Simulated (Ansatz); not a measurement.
# CH4ClNSeSi: geometry optimisation

Aim: relax CH4ClNSeSi at this level.

Method: RKS r2SCAN0-D4/def2-SVP; program: Ansatz 0.2.0.

## 1. Starting geometry

SMILES `N=C([SeH])[SiH2]Cl`, 9 atoms, charge 0, spin multiplicity 1.

Atoms are counted from 1 here; the program's logs count them from 0.

Bond lengths: N1–C2 1.277 Å, N1–H6 1.038 Å, C2–Se3 1.941 Å, C2–Si4 1.910 Å, Se3–H7 1.489 Å, Si4–Cl5 2.084 Å, Si4–H8 1.500 Å, Si4–H9 1.500 Å. Angles: C2–N1–H6 110.1°, N1–C2–Se3 117.3°, N1–C2–Si4 127.0°, Se3–C2–Si4 115.6°, C2–Se3–H7 94.2°, C2–Si4–Cl5 105.6°, C2–Si4–H8 110.9°, C2–Si4–H9 110.8°, Cl5–Si4–H8 109.6°, Cl5–Si4–H9 109.4°, H8–Si4–H9 110.4°.

As a file:

```xyz
9
CH4ClNSeSi
N     0.50899    1.71337   -0.84241
C     0.61558    0.56842   -0.28642
Se    2.40840   -0.09551    0.05086
Si   -0.80832   -0.56288    0.29846
Cl   -2.56412    0.39407   -0.28906
H    -0.49201    1.96189   -0.95916
H     1.94148   -1.40905    0.57524
H    -0.72603   -1.91027   -0.35615
H    -0.79556   -0.70624    1.79153
```

## 2. Relaxation

Input file input.yaml:

```yaml
crystal:
  periodic: [false, false, false]
  atoms:
    - { symbol: "N", position_ang: [0.508986, 1.713369, -0.842409] }
    - { symbol: C, position_ang: [0.615584, 0.568424, -0.286419] }
    - { symbol: Se, position_ang: [2.408396, -0.095505, 0.05086] }
    - { symbol: Si, position_ang: [-0.808315, -0.562875, 0.298464] }
    - { symbol: Cl, position_ang: [-2.56412, 0.394067, -0.289056] }
    - { symbol: H, position_ang: [-0.492015, 1.961886, -0.959161] }
    - { symbol: H, position_ang: [1.941476, -1.409054, 0.575237] }
    - { symbol: H, position_ang: [-0.726035, -1.91027, -0.356149] }
    - { symbol: H, position_ang: [-0.795557, -0.706243, 1.791532] }
basis:
  gaussian: { orbitals: def2-SVP }
hamiltonian:
  xc: { name: r2SCAN0 }
  dispersion: d4
output:
  forces: true
relax:
  f_tol: 0.003
  max_steps: 120
```

Started as:

```
> ansatz run input.yaml --threads 1 --pin off --max-ram 2560MiB --backend cpu --events-out ev --progress --plain --runs-dir out
```

The log of the run (excerpt; [...] marks lines left out):

```text
Warning: RAYON_NUM_THREADS=1 ignored (pool sized by the plan → 1); use --threads N
[...]
Functional definition: r2SCAN0
[...]
1225 factors; integrals over basis functions are off by at most 3.8e-4 eV
[...]
mean field -88322.38814057 eV, -3245.7878971011 hartree, gradient 6.3e-5 eV, S^2 0.000000; 0 other end points of the search recorded, 0 dependent functions left out
[...]
reference -88322.38814765 eV, -3245.7878973612 hartree; 41, 41 occupied and 75, 75 virtual orbitals, 1225 factors
relax step   1: F+E_penalty+E_count = -88322.46958198 eV  Δ(F+E_penalty+E_count) = +0.000e0 eV  max|allowed force component| = 9.712e-1 eV/Å  Δτ_max = 0.0000 Å  (27 SCF iters, accepted)
[...]
relax step   4: F+E_penalty+E_count = -88322.50915791 eV  Δ(F+E_penalty+E_count) = -1.840e-4 eV  max|allowed force component| = 3.639e-2 eV/Å  Δτ_max = 0.0142 Å  (26 SCF iters, accepted)
[...]
relax step   7: F+E_penalty+E_count = -88322.50971003 eV  Δ(F+E_penalty+E_count) = -2.056e-4 eV  max|allowed force component| = 2.671e-2 eV/Å  Δτ_max = 0.0274 Å  (32 SCF iters, accepted)
[...]
relax step  10: F+E_penalty+E_count = -88322.50993838 eV  Δ(F+E_penalty+E_count) = -4.281e-5 eV  max|allowed force component| = 9.888e-3 eV/Å  Δτ_max = 0.0151 Å  (25 SCF iters, accepted)
[...]
relax step  11: F+E_penalty+E_count = -88322.50995391 eV  Δ(F+E_penalty+E_count) = -1.553e-5 eV  max|allowed force component| = 7.753e-3 eV/Å  Δτ_max = 0.0061 Å  (25 SCF iters, accepted)
[...]
relax step  12: F+E_penalty+E_count = -88322.50995906 eV  Δ(F+E_penalty+E_count) = -5.151e-6 eV  max|allowed force component| = 2.701e-3 eV/Å  Δτ_max = 0.0018 Å  (22 SCF iters, accepted)
1225 factors; integrals over basis functions are off by at most 3.4e-4 eV
[...]
mean field -88322.42815869 eV, -3245.7893677400 hartree, gradient 4.7e-5 eV, S^2 0.000000; 1 other end points of the search recorded, 0 dependent functions left out
[...]
reference -88322.42816573 eV, -3245.7893679984 hartree; 41, 41 occupied and 75, 75 virtual orbitals, 1225 factors
Total energy: -88322.50996609 eV, -3245.7923741063 hartree
Atom 0 at     0.505103     1.677873    -0.857244 Å, force    -0.000545    -0.000782    -0.001054 eV/Å
Atom 1 at     0.607776     0.556997    -0.288422 Å, force     0.001974     0.002701    -0.001072 eV/Å
Atom 2 at     2.381792    -0.099078     0.040794 Å, force     0.000176     0.002181    -0.000447 eV/Å
Atom 3 at    -0.809163    -0.563552     0.282989 Å, force    -0.000020    -0.002377     0.000477 eV/Å
Atom 4 at    -2.553955     0.420874    -0.213897 Å, force     0.001188    -0.000750     0.000692 eV/Å
Atom 5 at    -0.477500     1.931155    -0.984361 Å, force     0.000393     0.000497     0.000759 eV/Å
Atom 6 at     1.938933    -1.344386     0.676234 Å, force    -0.001226    -0.002061     0.000865 eV/Å
Atom 7 at    -0.754201    -1.864059    -0.421942 Å, force    -0.000944    -0.000136    -0.000669 eV/Å
Atom 8 at    -0.750384    -0.762023     1.748749 Å, force    -0.000994     0.000726     0.000448 eV/Å
Dipole moment:    -0.155167    -0.429757     0.218654 e Å
```

Run time: 1.9 min. Hardware: 1 thread of Intel Xeon 6975P-C (Granite Rapids), shared host; peak memory 0.36 GiB.

Relaxation path:

```tsv
step	energy from step 1 (eV)	largest force component (eV/Å)
1	0.0000	0.9712
2	-0.0379	0.2237
3	-0.0394	0.0420
4	-0.0396	0.0364
5	-0.0396	0.0422
6	-0.0399	0.0300
7	-0.0401	0.0267
8	-0.0403	0.0320
9	-0.0403	0.0205
10	-0.0404	0.0099
11	-0.0404	0.0078
12	-0.0404	0.0027
```

Close pairs (by a distance rule), those that changed most:

```tsv
bond	before (Å)	after (Å)	change (Å)
Se3–H7	1.489	1.467	-0.023
C2–Se3	1.941	1.920	-0.021
Si4–Cl5	2.084	2.064	-0.020
Si4–H8	1.500	1.480	-0.020
Si4–H9	1.500	1.480	-0.020
N1–C2	1.277	1.261	-0.016
C2–Si4	1.910	1.895	-0.016
N1–H6	1.038	1.023	-0.015
```

## 3. Outcome

| quantity | value |
| --- | --- |
| energy gained | 0.0404 eV |
| root mean square move | 0.066 Å |
| dipole moment | 2.43 D |

In words: Bond lengths: N1–C2 1.261 Å, N1–H6 1.023 Å, C2–Se3 1.920 Å, C2–Si4 1.895 Å, Se3–H7 1.467 Å, Si4–Cl5 2.064 Å, Si4–H8 1.480 Å, Si4–H9 1.480 Å. Angles: C2–N1–H6 110.8°, N1–C2–Se3 117.1°, N1–C2–Si4 126.9°, Se3–C2–Si4 115.9°, C2–Se3–H7 94.9°, C2–Si4–Cl5 106.1°, C2–Si4–H8 110.4°, C2–Si4–H9 110.4°, Cl5–Si4–H8 109.6°, Cl5–Si4–H9 109.6°, H8–Si4–H9 110.6°. No frequencies were computed here.
